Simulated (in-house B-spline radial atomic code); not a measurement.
# Si in a hard spherical wall

Aim: energy and levels of Si squeezed by an impenetrable sphere of shrinking radius. More than one configuration is followed.

The numbers are computed with in-house B-spline radial atomic code version 1 (non-relativistic LDA (Slater, VWN5), spherical fractional occupations, point nucleus, basis-set limit), except any that are marked as measured or tabulated.

## (1) Starting point

```
element       : silicon (Z = 14)
charge        : 0
electrons     : 14
configuration : [Ne] 3s2 3p2
Hamiltonian   : non-relativistic
nucleus       : point
```

Outer shells as boxes (Hund's rule):

[Ne] 3s2 3p2
```
[Ne] core
3s [↑↓]
3p [↑ ][↑ ][  ]
```

The boxes only draw the filling; these runs are spin-restricted and spherical.

## (2) The free system

Settings, as recorded:

```ini
Z = 14
electrons = 14.0
configuration = [Ne] 3s2 3p2
hamiltonian = nr
method = lda,vwn
spin_polarised = False
```

From the run's result record (rounded, not every field):

```text
status: converged
scf [iteration, energy, orbital gradient]:
  - [1, -287.379297592, 0.179]
  - [2, -287.866603463, 0.0928]
  - [3, -288.181100624, 0.014]
  - [4, -288.197584688, 0.00268]
  - [5, -288.198101847, 0.00218]
  - [6, -288.198395275, 0.000294]
  - [7, -288.198396165, 8.43e-05]
  - [8, -288.198396599, 5.16e-06]
  - [9, -288.1983966, 1.02e-07]
energy [hartree]: {"total": -288.1983966, "kinetic": 287.487744919, "nuclear": -687.900686642, "coulomb": 131.767821861, "xc": -19.5532767383}
orbitals [hartree, bohr; first row names the columns]:
  - ["name", "occ", "eps", "<r>", "<r^2>", "<1/r>", "r_max", "density_at_nucleus", "spin_orbit_zeta"]
  - ["1s", 2.0, -65.184425, 0.11201, 0.016881, 13.526, 0.073211, 815.06, "-"]
  - ["2s", 2.0, -5.0750552, 0.57253, 0.39199, 2.5579, 0.45753, 57.292, "-"]
  - ["2p", 6.0, -3.5149376, 0.5392, 0.36731, 2.4551, 0.38761, "-", 0.015424]
  - ["3s", 2.0, -0.3981385, 2.163, 5.4651, 0.63182, 1.7776, 4.7364, "-"]
  - ["3p", 2.0, -0.15329235, 2.7921, 9.3982, 0.4867, 2.1453, "-", 0.00077684]
sum_r [bohr^k]: {"-1": 49.13576, "1": 14.5145, "2": 32.74824}
density_at_nucleus [bohr^-3]: 1754.168
mass_velocity [hartree]: -2.644361
darwin [hartree]: 2.054233
```

It took 0.23 s on 1 thread, shared host.

## (3) Wall at 8.16 bohr, configuration [Ne] 3s2 3p2

Changes to the settings of step 2:

```diff
@@ -6 +6,2 @@
 spin_polarised = False
+wall_radius = 8.16
```

Main fields:

```text
status: converged
scf [iteration, energy, orbital gradient]:
  - [1, -287.502709468, 0.179]
  - [2, -287.916487058, 0.09]
  - [3, -288.184430831, 0.0128]
  - [4, -288.195448456, 0.00206]
  - [5, -288.19571017, 0.00136]
  - [6, -288.195862681, 0.000248]
  - [7, -288.195863377, 5.43e-05]
  - [8, -288.195863582, 1.94e-06]
  - [9, -288.195863582, 2.66e-08]
energy [hartree]: {"total": -288.195863582, "kinetic": 287.507500407, "nuclear": -688.010125228, "coulomb": 131.867433873, "xc": -19.5606726347}
orbitals [hartree, bohr; first row names the columns]:
  - ["name", "occ", "eps", "<r>"]
  - ["1s", 2.0, -65.176449, 0.11201]
  - ["2s", 2.0, -5.0674383, 0.57254]
  - ["2p", 6.0, -3.5072911, 0.53922]
  - ["3s", 2.0, -0.39262041, 2.1648]
  - ["3p", 2.0, -0.14740551, 2.7317]
sum_r [bohr^k]: {"-1": 49.14358, "1": 14.39748, "2": 31.6069}
pressure [GPa]: 0.0985938
energy_minus_base [hartree]: 0.00253301801
```

Wall time 0.04 s (1 thread, shared host).

energy_minus_base is the energy less that of the reference run. pressure is −dE/dV on the wall, from the slope of the orbitals there.

## (4) Wall at 4.15 bohr, configuration [Ne] 3s2 3p2

Changes to the settings of step 3:

```diff
@@ -6,2 +6,2 @@
 spin_polarised = False
-wall_radius = 8.16
+wall_radius = 4.15
```

Main fields:

```text
status: converged
scf [iteration, energy, orbital gradient]:
  - [1, -287.617782175, 0.177]
  - [2, -287.831467797, 0.0697]
  - [3, -287.909270301, 0.0139]
  - [4, -287.912721758, 0.00264]
  - [5, -287.912823271, 0.00175]
  - [6, -287.912875115, 0.000144]
  - [7, -287.91287539, 2.13e-06]
  - [8, -287.91287539, 1.9e-08]
energy [hartree]: {"total": -287.91287539, "kinetic": 288.742138753, "nuclear": -691.654191047, "coulomb": 134.781251476, "xc": -19.782074573}
orbitals [hartree, bohr; first row names the columns]:
  - ["name", "occ", "eps", "<r>"]
  - ["1s", 2.0, -64.920929, 0.11202]
  - ["2s", 2.0, -4.8359151, 0.57365]
  - ["2p", 6.0, -3.2742278, 0.54112]
  - ["3s", 2.0, -0.22483331, 1.9786]
  - ["3p", 2.0, 0.0623289, 2.1296]
sum_r [bohr^k]: {"-1": 49.40387, "1": 12.83427, "2": 21.86196}
pressure [GPa]: 50.90442
energy_minus_base [hartree]: 0.28552121
```

Run time: 0.03 s. Hardware: 1 thread, shared host.

## (5) Wall at 2.42 bohr, configuration [Ne] 3s2 3p2

Changes to the settings of step 4:

```diff
@@ -6,2 +6,2 @@
 spin_polarised = False
-wall_radius = 4.15
+wall_radius = 2.42
```

Main fields:

```text
status: converged
scf [iteration, energy, orbital gradient]:
  - [1, -284.623277135, 0.165]
  - [2, -284.733191741, 0.0293]
  - [3, -284.744525569, 0.00721]
  - [4, -284.745137364, 0.00238]
  - [5, -284.745175803, 0.00076]
  - [6, -284.745184, 0.00017]
  - [7, -284.745184461, 4.27e-07]
  - [8, -284.745184461, 4.24e-09]
energy [hartree]: {"total": -284.745184461, "kinetic": 297.727537703, "nuclear": -707.012920344, "coulomb": 145.194021135, "xc": -20.6538229544}
orbitals [hartree, bohr; first row names the columns]:
  - ["name", "occ", "eps", "<r>"]
  - ["1s", 2.0, -63.89835, 0.11207]
  - ["2s", 2.0, -4.0161754, 0.58223]
  - ["2p", 6.0, -2.4419796, 0.55457]
  - ["3s", 2.0, 0.85332962, 1.4086]
  - ["3p", 2.0, 1.2962362, 1.3992]
sum_r [bohr^k]: {"-1": 50.50092, "1": 10.33161, "2": 11.94008}
pressure [GPa]: 2270.498
energy_minus_base [hartree]: 3.45321214
```

Wall time 0.03 s (1 thread, shared host).

## (6) Wall at 1.49 bohr, configuration [Ne] 3s2 3p2

Changes to the settings of step 5:

```diff
@@ -6,2 +6,2 @@
 spin_polarised = False
-wall_radius = 2.42
+wall_radius = 1.49
```

Main fields:

```text
status: converged
scf [iteration, energy, orbital gradient]:
  - [1, -267.613761912, 0.13]
  - [2, -267.782786923, 0.0305]
  - [3, -267.79381315, 0.00919]
  - [4, -267.794807995, 0.00286]
  - [5, -267.794898521, 0.00107]
  - [6, -267.794913494, 4.7e-05]
  - [7, -267.794913523, 6.16e-08]
energy [hartree]: {"total": -267.794913523, "kinetic": 336.801404096, "nuclear": -749.715308475, "coulomb": 168.073057025, "xc": -22.9540661692}
orbitals [hartree, bohr; first row names the columns]:
  - ["name", "occ", "eps", "<r>"]
  - ["1s", 2.0, -61.217932, 0.11234]
  - ["2s", 2.0, -2.3020729, 0.57986]
  - ["2p", 6.0, -0.62650807, 0.54636]
  - ["3s", 2.0, 5.7594327, 0.86773]
  - ["3p", 2.0, 6.0910744, 0.8298]
sum_r [bohr^k]: {"-1": 53.55109, "1": 8.057594, "2": 6.386724}
pressure [GPa]: 49424.61
energy_minus_base [hartree]: 20.4034831
```

Run time: 0.03 s. Hardware: 1 thread, shared host.

## (7) Wall at 8.16 bohr, configuration [He] 2s2 2p5 3s2 3p2 3d1

Settings, as recorded:

```ini
Z = 14
electrons = 14.0
configuration = [He] 2s2 2p5 3s2 3p2 3d1
hamiltonian = nr
method = lda,vwn
spin_polarised = False
wall_radius = 8.16
```

Main fields:

```text
status: converged
scf [iteration, energy, orbital gradient]:
  - [1, -282.480035489, 0.19]
  - [2, -283.415453885, 0.116]
  - [3, -284.166161129, 0.022]
  - [4, -284.196197276, 0.00433]
  - [5, -284.196640128, 0.00202]
  - [6, -284.196935416, 0.000365]
  - [7, -284.196944326, 2.89e-05]
  - [8, -284.196944378, 8.2e-06]
  - [9, -284.196944383, 1.35e-07]
energy [hartree]: {"total": -284.196944383, "kinetic": 283.622880521, "nuclear": -671.555715694, "coulomb": 122.398382094, "xc": -18.6624913044}
orbitals [hartree, bohr; first row names the columns]:
  - ["name", "occ", "eps", "<r>"]
  - ["1s", 2.0, -66.377083, 0.11196]
  - ["2s", 2.0, -5.8589124, 0.55724]
  - ["2p", 5.0, -4.3428848, 0.51563]
  - ["3s", 2.0, -0.55883832, 1.9306]
  - ["3p", 2.0, -0.27043308, 2.2932]
  - ["3d", 1.0, 0.053759463, 3.7942]
sum_r [bohr^k]: {"-1": 47.96827, "1": 16.15836, "2": 40.16916}
pressure [GPa]: 0.4761795
energy_minus_base [hartree]: 4.00145222
```

It took 0.07 s on 1 thread, shared host.

## (8) Wall at 4.15 bohr, configuration [He] 2s2 2p5 3s2 3p2 3d1

Changes to the settings of step 7:

```diff
@@ -6,2 +6,2 @@
 spin_polarised = False
-wall_radius = 8.16
+wall_radius = 4.15
```

Main fields:

```text
status: converged
scf [iteration, energy, orbital gradient]:
  - [1, -282.999412472, 0.187]
  - [2, -283.610021655, 0.0959]
  - [3, -283.808622772, 0.0236]
  - [4, -283.820407859, 0.00576]
  - [5, -283.820940425, 0.00297]
  - [6, -283.821136608, 7.21e-05]
  - [7, -283.821136722, 1.21e-06]
  - [8, -283.821136723, 1.7e-07]
  - [9, -283.821136723, 4.62e-10]
energy [hartree]: {"total": -283.821136722, "kinetic": 284.892785004, "nuclear": -675.732059509, "coulomb": 125.961616867, "xc": -18.9434790843}
orbitals [hartree, bohr; first row names the columns]:
  - ["name", "occ", "eps", "<r>"]
  - ["1s", 2.0, -66.077562, 0.11196]
  - ["2s", 2.0, -5.5680431, 0.55797]
  - ["2p", 5.0, -4.0512386, 0.51672]
  - ["3s", 2.0, -0.34947768, 1.8687]
  - ["3p", 2.0, -0.044215014, 2.0121]
  - ["3d", 1.0, 0.39508022, 2.1915]
sum_r [bohr^k]: {"-1": 48.26658, "1": 13.87663, "2": 24.69982}
pressure [GPa]: 58.12805
energy_minus_base [hartree]: 4.37725988
```

Run time: 0.05 s. Hardware: 1 thread, shared host.

## (9) Wall at 2.42 bohr, configuration [He] 2s2 2p5 3s2 3p2 3d1

Changes to the settings of step 8:

```diff
@@ -6,2 +6,2 @@
 spin_polarised = False
-wall_radius = 4.15
+wall_radius = 2.42
```

Main fields:

```text
status: converged
scf [iteration, energy, orbital gradient]:
  - [1, -279.990671857, 0.176]
  - [2, -280.233720476, 0.0561]
  - [3, -280.275000496, 0.016]
  - [4, -280.278335166, 0.00458]
  - [5, -280.27856813, 0.00191]
  - [6, -280.278623126, 8e-05]
  - [7, -280.278623253, 4.76e-07]
  - [8, -280.278623253, 5.49e-09]
energy [hartree]: {"total": -280.278623253, "kinetic": 294.873897617, "nuclear": -692.981465266, "coulomb": 137.782820326, "xc": -19.9538759304}
orbitals [hartree, bohr; first row names the columns]:
  - ["name", "occ", "eps", "<r>"]
  - ["1s", 2.0, -64.907977, 0.112]
  - ["2s", 2.0, -4.5890395, 0.56615]
  - ["2p", 5.0, -3.0564356, 0.52868]
  - ["3s", 2.0, 0.71326384, 1.3947]
  - ["3p", 2.0, 1.1438598, 1.3889]
  - ["3d", 1.0, 1.6636379, 1.3829]
sum_r [bohr^k]: {"-1": 49.49868, "1": 10.94959, "2": 13.20125}
pressure [GPa]: 2534.368
energy_minus_base [hartree]: 7.91977335
```

Wall time 0.04 s (1 thread, shared host).

## (10) Wall at 1.49 bohr, configuration [He] 2s2 2p5 3s2 3p2 3d1

Changes to the settings of step 9:

```diff
@@ -6,2 +6,2 @@
 spin_polarised = False
-wall_radius = 2.42
+wall_radius = 1.49
```

Main fields:

```text
status: converged
scf [iteration, energy, orbital gradient]:
  - [1, -261.526952881, 0.137]
  - [2, -261.635660874, 0.00773]
  - [3, -261.636327158, 0.00328]
  - [4, -261.63642443, 0.00165]
  - [5, -261.636443658, 0.000235]
  - [6, -261.636444345, 5.11e-05]
  - [7, -261.636444381, 3.45e-08]
energy [hartree]: {"total": -261.636444381, "kinetic": 336.706300033, "nuclear": -738.633574648, "coulomb": 162.741790146, "xc": -22.4509599122}
orbitals [hartree, bohr; first row names the columns]:
  - ["name", "occ", "eps", "<r>"]
  - ["1s", 2.0, -61.999435, 0.11226]
  - ["2s", 2.0, -2.6376155, 0.57033]
  - ["2p", 5.0, -1.0027347, 0.53231]
  - ["3s", 2.0, 5.573157, 0.87066]
  - ["3p", 2.0, 5.8763625, 0.83553]
  - ["3d", 1.0, 5.2826673, 0.88666]
sum_r [bohr^k]: {"-1": 52.75954, "1": 8.325794, "2": 6.769607}
pressure [GPa]: 53709.83
energy_minus_base [hartree]: 26.5619522
```

Wall time 0.04 s (1 thread, shared host).

## (11) Wall at 8.16 bohr, configuration [Ne] 3s2 3p1 3d1

Settings, as recorded:

```ini
Z = 14
electrons = 14.0
configuration = [Ne] 3s2 3p1 3d1
hamiltonian = nr
method = lda,vwn
spin_polarised = False
wall_radius = 8.16
```

Main fields:

```text
status: converged
scf [iteration, energy, orbital gradient]:
  - [1, -287.2481016, 0.179]
  - [2, -287.672760488, 0.0865]
  - [3, -287.931100751, 0.0137]
  - [4, -287.940135919, 0.00225]
  - [5, -287.940352949, 0.00147]
  - [6, -287.940472793, 0.0002]
  - [7, -287.940473435, 3.24e-05]
  - [8, -287.940473509, 1.56e-06]
  - [9, -287.940473509, 3.25e-08]
energy [hartree]: {"total": -287.940473509, "kinetic": 287.380362893, "nuclear": -686.305897189, "coulomb": 130.445801771, "xc": -19.460740985}
orbitals [hartree, bohr; first row names the columns]:
  - ["name", "occ", "eps", "<r>"]
  - ["1s", 2.0, -65.30095, 0.11201]
  - ["2s", 2.0, -5.1791012, 0.57211]
  - ["2p", 6.0, -3.6200188, 0.53846]
  - ["3s", 2.0, -0.46151983, 2.1067]
  - ["3p", 1.0, -0.20476236, 2.6053]
  - ["3d", 1.0, 0.061307693, 4.0891]
sum_r [bohr^k]: {"-1": 49.02185, "1": 15.50664, "2": 40.1293}
pressure [GPa]: 0.6227318
energy_minus_base [hartree]: 0.257923091
```

Wall time 0.05 s (1 thread, shared host).

## (12) Wall at 4.15 bohr, configuration [Ne] 3s2 3p1 3d1

Changes to the settings of step 11:

```diff
@@ -6,2 +6,2 @@
 spin_polarised = False
-wall_radius = 8.16
+wall_radius = 4.15
```

Main fields:

```text
status: converged
scf [iteration, energy, orbital gradient]:
  - [1, -287.197240947, 0.177]
  - [2, -287.421876569, 0.0709]
  - [3, -287.502709436, 0.0143]
  - [4, -287.506369516, 0.00272]
  - [5, -287.506480141, 0.0018]
  - [6, -287.506535455, 0.000144]
  - [7, -287.506535725, 2.92e-06]
  - [8, -287.506535726, 2.96e-08]
energy [hartree]: {"total": -287.506535726, "kinetic": 288.656114016, "nuclear": -690.640796742, "coulomb": 134.210018294, "xc": -19.7318712945}
orbitals [hartree, bohr; first row names the columns]:
  - ["name", "occ", "eps", "<r>"]
  - ["1s", 2.0, -64.992703, 0.11201]
  - ["2s", 2.0, -4.8786456, 0.57294]
  - ["2p", 6.0, -3.3193925, 0.53989]
  - ["3s", 2.0, -0.23938177, 1.972]
  - ["3p", 1.0, 0.048888464, 2.1228]
  - ["3d", 1.0, 0.45613636, 2.2975]
sum_r [bohr^k]: {"-1": 49.33149, "1": 12.97344, "2": 22.48264}
pressure [GPa]: 61.34102
energy_minus_base [hartree]: 0.691860874
```

It took 0.04 s on 1 thread, shared host.

## (13) Wall at 2.42 bohr, configuration [Ne] 3s2 3p1 3d1

Changes to the settings of step 12:

```diff
@@ -6,2 +6,2 @@
 spin_polarised = False
-wall_radius = 4.15
+wall_radius = 2.42
```

Main fields:

```text
status: converged
scf [iteration, energy, orbital gradient]:
  - [1, -284.109670334, 0.168]
  - [2, -284.239411558, 0.0348]
  - [3, -284.256534834, 0.00825]
  - [4, -284.257370384, 0.00247]
  - [5, -284.257419563, 0.000854]
  - [6, -284.257430275, 0.000189]
  - [7, -284.257430908, 7.93e-07]
  - [8, -284.257430908, 5.97e-09]
energy [hartree]: {"total": -284.257430908, "kinetic": 296.850667201, "nuclear": -705.237678901, "coulomb": 144.710040387, "xc": -20.5804595947}
orbitals [hartree, bohr; first row names the columns]:
  - ["name", "occ", "eps", "<r>"]
  - ["1s", 2.0, -64.018874, 0.11204]
  - ["2s", 2.0, -4.0386373, 0.58046]
  - ["2p", 6.0, -2.4722772, 0.5514]
  - ["3s", 2.0, 0.85556404, 1.4086]
  - ["3p", 1.0, 1.2961535, 1.3997]
  - ["3d", 1.0, 1.7875573, 1.4095]
sum_r [bohr^k]: {"-1": 50.37412, "1": 10.31978, "2": 11.85358}
pressure [GPa]: 2206.082
energy_minus_base [hartree]: 3.94096569
```

Run time: 0.04 s. Hardware: 1 thread, shared host.

## (14) Wall at 1.49 bohr, configuration [Ne] 3s2 3p1 3d1

Changes to the settings of step 13:

```diff
@@ -6,2 +6,2 @@
 spin_polarised = False
-wall_radius = 2.42
+wall_radius = 1.49
```

Main fields:

```text
status: converged
scf [iteration, energy, orbital gradient]:
  - [1, -268.275300776, 0.136]
  - [2, -268.440929344, 0.0256]
  - [3, -268.450034785, 0.00736]
  - [4, -268.450772833, 0.00225]
  - [5, -268.450836746, 0.000854]
  - [6, -268.450847689, 8.92e-05]
  - [7, -268.450847809, 8.85e-08]
energy [hartree]: {"total": -268.450847809, "kinetic": 331.911795411, "nuclear": -744.145151938, "coulomb": 166.551922995, "xc": -22.7694142758}
orbitals [hartree, bohr; first row names the columns]:
  - ["name", "occ", "eps", "<r>"]
  - ["1s", 2.0, -61.585767, 0.11225]
  - ["2s", 2.0, -2.3609899, 0.57644]
  - ["2p", 6.0, -0.70692764, 0.54069]
  - ["3s", 2.0, 5.7298742, 0.86879]
  - ["3p", 1.0, 6.0460369, 0.83212]
  - ["3d", 1.0, 5.4150871, 0.89112]
sum_r [bohr^k]: {"-1": 53.15323, "1": 8.082343, "2": 6.365459}
pressure [GPa]: 45498.28
energy_minus_base [hartree]: 19.7475488
```

Run time: 0.04 s. Hardware: 1 thread, shared host.

## (15) Results

| configuration | radius (bohr) | energy above the free system (eV) | pressure (GPa) | highest level (eV) |
| --- | --- | --- | --- | --- |
| [Ne] 3s2 3p2 | 8.16 | 0.0689 | 0.0986 | -4.011 (3p) |
| [Ne] 3s2 3p2 | 4.15 | 7.769 | 50.9 | 1.696 (3p) |
| [Ne] 3s2 3p2 | 2.42 | 93.967 | 2270 | 35.272 (3p) |
| [Ne] 3s2 3p2 | 1.49 | 555.21 | 49425 | 165.75 (3p) |
| [He] 2s2 2p5 3s2 3p2 3d1 | 8.16 | 108.89 | 0.476 | 1.463 (3d) |
| [He] 2s2 2p5 3s2 3p2 3d1 | 4.15 | 119.11 | 58.1 | 10.751 (3d) |
| [He] 2s2 2p5 3s2 3p2 3d1 | 2.42 | 215.51 | 2534 | 45.270 (3d) |
| [He] 2s2 2p5 3s2 3p2 3d1 | 1.49 | 722.79 | 53710 | 159.90 (3p) |
| [Ne] 3s2 3p1 3d1 | 8.16 | 7.018 | 0.623 | 1.668 (3d) |
| [Ne] 3s2 3p1 3d1 | 4.15 | 18.826 | 61.3 | 12.412 (3d) |
| [Ne] 3s2 3p1 3d1 | 2.42 | 107.24 | 2206 | 48.642 (3d) |
| [Ne] 3s2 3p1 3d1 | 1.49 | 537.36 | 45498 | 164.52 (3p) |

For [Ne] 3s2 3p2 the energy above the free reference is 0.0689 eV at 8.16 bohr and 555.21 eV at 1.49 bohr, where the electrons press on it with 49425 GPa. Its highest level passes zero between 8.16 and 4.15 bohr; in smaller spheres the level is positive, pushed up by confinement, and the wall keeps the electron in. Of [Ne] 3s2 3p2 and [He] 2s2 2p5 3s2 3p2 3d1, the first stays lower at every radius that both share. At 1.49 bohr the lowest of all 3 is [Ne] 3s2 3p1 3d1. A hard wall is a crude model of an atom's surroundings.
